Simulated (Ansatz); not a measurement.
**CH4ClFOSn: a ladder of functionals and wavefunction methods**

The task here is to estimate one member of a computed series from the others.

Program: Ansatz 0.2.0, Gaussian basis. Level of theory: functionals in def2-TZVPP, the program's frozen cores in correlated methods. These are calculated values, not measurements.

Levels to be run: PBE-D4, r2SCAN-D4, PBE0-D4, B3LYP-D4, ωB97X-V, ωB97M-V, B2PLYP; CCSD(T)/def2-TZVPP; MP2/def2-QZVPP; extrapolation to the limit.

### Structure used throughout

All runs share one geometry, relaxed beforehand with PBE0-D4 in a triple-zeta def2 set. Sn takes the def2 core potential; no spin-orbit term is included.

SMILES `O[CH2][SnH]([F])[Cl]`, 9 atoms, charge 0, spin multiplicity 1.

Atoms are counted from 1 here; the program's logs count them from 0.

Bond lengths: O1–C2 1.410 Å, O1–H6 0.961 Å, C2–Sn3 2.144 Å, C2–H7 1.096 Å, C2–H8 1.095 Å, Sn3–F4 1.920 Å, Sn3–Cl5 2.321 Å, Sn3–H9 1.696 Å. Angles: C2–O1–H6 109.0°, O1–C2–Sn3 106.4°, O1–C2–H7 113.1°, O1–C2–H8 113.0°, Sn3–C2–H7 107.2°, Sn3–C2–H8 107.7°, H7–C2–H8 109.1°, C2–Sn3–F4 105.8°, C2–Sn3–Cl5 109.3°, C2–Sn3–H9 121.2°, F4–Sn3–Cl5 103.7°, F4–Sn3–H9 106.3°, Cl5–Sn3–H9 109.0°.

Set-up of the first run:

File in.yaml:

```yaml
crystal:
  periodic: [false, false, false]
  atoms:
    - {symbol: O, position_ang: [-0.050614, 0.962127, 1.546754]}
    - {symbol: C, position_ang: [-0.646506, 0.044318, 0.656856]}
    - {symbol: Sn, position_ang: [0.763403, -0.263292, -0.929118]}
    - {symbol: F, position_ang: [0.921886, -2.167078, -1.124527]}
    - {symbol: Cl, position_ang: [-0.177424, 0.420622, -2.937426]}
    - {symbol: H, position_ang: [-0.656506, 1.132638, 2.273378]}
    - {symbol: H, position_ang: [-0.838025, -0.933351, 1.113236]}
    - {symbol: H, position_ang: [-1.573601, 0.419923, 0.211004]}
    - {symbol: H, position_ang: [2.346087, 0.337690, -0.827259]}
basis:
  gaussian: {orbitals: def2-TZVPP}
hamiltonian: {xc: pbe, dispersion: d4}
output: {forces: true, orbitals: {seedname: orbitals}}
```

Run with:

```bash
$ ansatz run in.yaml --threads 4 --pin off --events-out ev --progress --plain --max-ram 10444MiB
```

Steps of the session up to this table: PBE-D4 (GGA); r2SCAN-D4 (meta-GGA); PBE0-D4 (hybrid); B3LYP-D4 (hybrid); ωB97X-V (range-separated); ωB97M-V (range-separated); B2PLYP (double hybrid); CCSD(T) in def2-TZVPP; MP2 in def2-QZVPP.

One of the session's tables, all rows but one given; the rest of the session is left out.

```
            method  atomisation energy (kcal/mol)
            PBE-D4                          724.4
         r2SCAN-D4                          710.6
           PBE0-D4                          705.2
          B3LYP-D4                          703.3
           ωB97X-V                          713.7
           ωB97M-V                          710.3
            B2PLYP                          697.5
     HF/def2-TZVPP                              ?
    MP2/def2-TZVPP                          705.7
   CCSD/def2-TZVPP                          677.4
CCSD(T)/def2-TZVPP                          690.9
           MP2/CBS                          731.0
       CCSD(T)/CBS                          716.1
```

**Question.** Estimate the row for HF/def2-TZVPP.

The run gave: atomisation energy (kcal/mol): 489.1. In the column «atomisation energy (kcal/mol)» it is the lowest.
